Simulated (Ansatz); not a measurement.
The input (input.yaml):

```yaml
crystal:
  lattice:
    - [-3.351, -5.804102, 0.0]
    - [5.0265, -2.902051, 0.0]
    - [0.0, 0.0, 5.226]
  atoms:
    - { symbol: Zn, position: [0.5010176, 0.3304859, -0.0019494] }
    - { symbol: Zn, position: [0.4978766, 0.6654051, 0.5057552] }
    - { symbol: O, position: [0.4967383, 0.3292678, 0.3665071] }
    - { symbol: O, position: [0.4995213, 0.6709834, 0.8684441] }
    - { symbol: Zn, position: [0.2464868, 0.8328782, 0.0115562] }
    - { symbol: O, position: [0.2450391, 0.8274779, 0.3710001] }
    - { symbol: O, position: [0.2430836, 0.1655867, 0.8831309] }
    - { symbol: In, position: [-0.0055156, 0.3311184, -0.0063056] }
    - { symbol: Zn, position: [-0.00084, 0.6683371, 0.5013539] }
    - { symbol: O, position: [-0.0063001, 0.3437389, 0.3751406] }
    - { symbol: O, position: [-0.0044672, 0.6649069, 0.8740876] }
    - { symbol: Zn, position: [0.746329, 0.8337437, -0.002758] }
    - { symbol: Zn, position: [0.7393546, 0.1620259, 0.4980311] }
    - { symbol: O, position: [0.7518048, 0.8378379, 0.3855381] }
    - { symbol: O, position: [0.7533537, 0.1674344, 0.8762645] }
total_charge: -1
basis:
  ecutwfc: 420.0
kpoints:
  mp_grid: { grid: [2, 2, 2] }
hamiltonian:
  xc: pbe
  dispersion: d3bj
  pseudopotentials: { kind: paw, azcp: { folder: soft_1 } }
scf:
  occupations: { method: gaussian, width: 0.02 }
  lower_state_search: "off"
relax:
  f_tol: 0.03
  max_steps: 60
  adjacent_minimum: "off"
output:
  write_density: true
  write_potential: true
  elf: true
  volumetric_format: npy
```

Command:

```bash
$ ansatz run input.yaml --threads 1 --pin off --max-ram 3072MiB --backend cpu --events-out ev --progress --plain --runs-dir out
```

Hardware: 1 thread of Arm Neoverse V2, with other jobs on the host.

Task: Roughly how long does this run take, and how much memory?

Result: 70 s, with a peak of 0.49 GiB, for 6 ionic steps.
